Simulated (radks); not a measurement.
# Tm²⁺ in [Xe] 4f12.75 5d0.25: an all-electron calculation

What are the levels of the thulium ion Tm2+, how large are its shells, and how does its energy divide?

Program: radks (a radial shooting solver on a logarithmic mesh, Libxc functionals) version 1. Level of theory: scalar-relativistic Kohn-Sham, LDA (Slater exchange, VWN5 correlation), spin-polarised, spherical densities, finite nucleus; open shells are filled with parallel spins first. These are calculated values, not measurements, unless marked.

## 1. The system

| Item | Value |
| --- | --- |
| element | thulium (Z = 69) |
| charge | +2 |
| electrons | 67 |
| configuration | [Xe] 4f12.75 5d0.25 |
| nuclear rms radius | 5.2256 fm |

## 2. Self-consistent calculation

The run's settings:

```text
Z 69
configuration [Xe] 4f12.75 5d0.25
relativity scalar-relativistic
functional lda,vwn5
spin polarised
nucleus finite rms 5.2256 fm
c 137.035999084
```

What does the calculation give?

**Answer**, as computed:

| quantity | value |
| --- | --- |
| total energy | -13556.8681 hartree |
| exchange-correlation share of it | 2.04 % |
| −T/E | 1.0864 |
| highest occupied level | 5d up, -14.226 eV |
| most extended occupied level | 5d up, <r> = 2.36 bohr |
| radius at density 0.001 e/bohr³ | 3.39 bohr |
| maxima of the radial density | 4 |

**Reading.** The radial density shows 4 maxima for 5 occupied principal shells; where shells overlap, one shows as a shoulder or not at all. Relativity lifts −T/E to 1.086. This is not the tabulated ground configuration, so its levels and sizes aren't those of the ground state, and no measured value stands beside it.
